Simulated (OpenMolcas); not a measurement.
# Cu³⁺ among point charges: CASSCF and CASPT2 levels and susceptibility

How does a field of 6 point charges split the states of Cu³⁺, and what χT follows?

Program: OpenMolcas 26.06. Level of theory: state-averaged CASSCF and CASPT2, spin-orbit coupling by RASSI with atomic mean-field integrals. These are calculated values, not measurements, unless marked.

## 1. Starting point

| Quantity | Value |
| --- | --- |
| Species | Cu³⁺ (copper, Z = 29, 26 electrons) |
| Basis | ANO-RCC-VDZP [5s4p2d1f], 34 functions |
| Scalar Hamiltonian | DKH2, point nucleus |
| Inactive shells | 1s 2s 2p 3s 3p |
| Active space | 8 electrons in 5 orbitals (3d) |
| Some configurations of this space | 3d⁸ |
| Orbitals | optimised for each spin and parity, averaged over all roots |

Outer shells as boxes (Hund's rule):

3d8
```
3d [↑↓][↑↓][↑↓][↑ ][↑ ]
```

The ion sits among 6 point charges of -2 e arranged as a trigonal antiprism (D3d), 1.76 Å from the ion, with a polar angle of 64.6° against the regular 54.74°.

The work runs as a chain of OpenMolcas steps in one folder; each step below is one input file. Labels, J, g values, rates, χT and fits are worked out afterwards by a script from the matrices that RASSI stores. The input lists half of the charges; inversion (Group=XYZ) makes the rest.

## 2. One- and two-electron integrals

Input file a.inp:

```
&GATEWAY
Coord
1

Cu 0.0 0.0 0.0
Basis=ANO-RCC-VDZP
Group=XYZ
NoMove
AngMom=0.0 0.0 0.0
AMFI
XField
3 Angstrom 0
0.000000 1.589712 0.755258 -2.000000
1.376731 -0.794856 0.755258 -2.000000
1.376731 0.794856 -0.755258 -2.000000
&SEWARD
```

The run is started by

```console
$ OMP_NUM_THREADS=1 MOLCAS_MEM=1689 MOLCAS_PROJECT=a pymolcas a.inp > a.log
```

## 3. Reference wave functions, triplets of even parity, 10 roots

Input file a.inp:

```
&RASSCF
FileOrb=start.orb
Symmetry=1
Spin=3
nActEl=8 0 0
Inactive=3 6
Ras2=5 0
CIRoot=10 10 1
SDav=10
CIMx=300
Iter=120 100
PrWF=0.3
OrbListing=Nothing
MaxOrb=0
>>> COPY $Project.JobIph JOB001
```

start.orb holds the contracted functions of the basis, ordered by shell, or the orbitals of the step before.

## 4. CASSCF: singlets of even parity, 15 roots

Input file a.inp:

```
&RASSCF
FileOrb=start.orb
Symmetry=1
Spin=1
nActEl=8 0 0
Inactive=3 6
Ras2=5 0
CIRoot=15 15 1
SDav=15
CIMx=300
Iter=120 100
PrWF=0.3
OrbListing=Nothing
MaxOrb=0
>>> COPY $Project.JobIph JOB002
```

## 5. RASSI: spin-orbit coupling between the states

Input file a.inp:

```
&RASSI
NrOfJobIphs=2 10 15
1 2 3 4 5 6 7 8 9 10
1 2 3 4 5 6 7 8 9 10 11 12 13 14 15
IphNames
JOB001
JOB002
EJob
SpinOrbit
DIPRint=1.0
SOCoupling=1000.0
Subsets=2
Property=9
'ANGMOM' 1 'ANGMOM' 2 'ANGMOM' 3 'MLTPL  1' 1 'MLTPL  1' 2 'MLTPL  1' 3
'AMFI' 1 'AMFI' 2 'AMFI' 3
SOProperty=3
'ANGMOM' 1 'ANGMOM' 2 'ANGMOM' 3
```

## 6. CASPT2: IPEA 0.25, imaginary shift 0.1 (closed shells correlated: 3s 3p)

Input file a.inp:

```
>>> COPY JOB001 $Project.JobIph
&CASPT2
Multistate=10 1 2 3 4 5 6 7 8 9 10
NoMult
Frozen=2 3
IPEA=0.25
Imaginary=0.1
MaxIter=60
WThr=0.0 0.3 0.05
PrWF=0.5
NoMix
>>> COPY JOB002 $Project.JobIph
&CASPT2
Multistate=15 1 2 3 4 5 6 7 8 9 10 11 12 13 14 15
NoMult
Frozen=2 3
IPEA=0.25
Imaginary=0.1
MaxIter=60
WThr=0.0 0.3 0.05
PrWF=0.5
NoMix
```

(Steps that only read results are left out.)

Before running it: what results should come out? Wanted: spin-free ground state; first state of the same spin within the active space; lowest level; next level.

As calculated:

| quantity | value |
| --- | --- |
| method | SS-CASPT2, IPEA 0.25, imaginary shift 0.1 (closed shells correlated: 3s 3p) |
| spin-free ground state | 3A2, 1-fold in its orbital part |
| first state of the same spin within the active space | 3A1 at 3400 cm⁻¹ |
| lowest level | 2-fold E, g = 0.00, 0.00, 6.54 |
| next level | 204.2 cm⁻¹ |
| χT at 300 K | 1.94 cm³ K/mol |
| effective moment at 300 K | 3.94 μB |

Cost by method:

```csv
method,time of its own steps,time with the reference
A. CASSCF,3.7 s,3.7 s
"B. SS-CASPT2, IPEA 0.25, imaginary shift 0.1, +3s 3p",1.2 s,5 s
```

Times are of one thread on a shared host.

What this shows: The spin-free ground state (3A2) comes to 96 % from free-ion F terms and keeps the highest spin of the shell. χT at 300 K is 1.94, against 1.00 cm³ K/mol for the spin alone, so orbital moment adds to it. CASPT2 does not keep the components of a term degenerate, and the means are used. The field of point charges can differ much from that of real complexes. This is an electrostatic model: the charges have no orbitals.
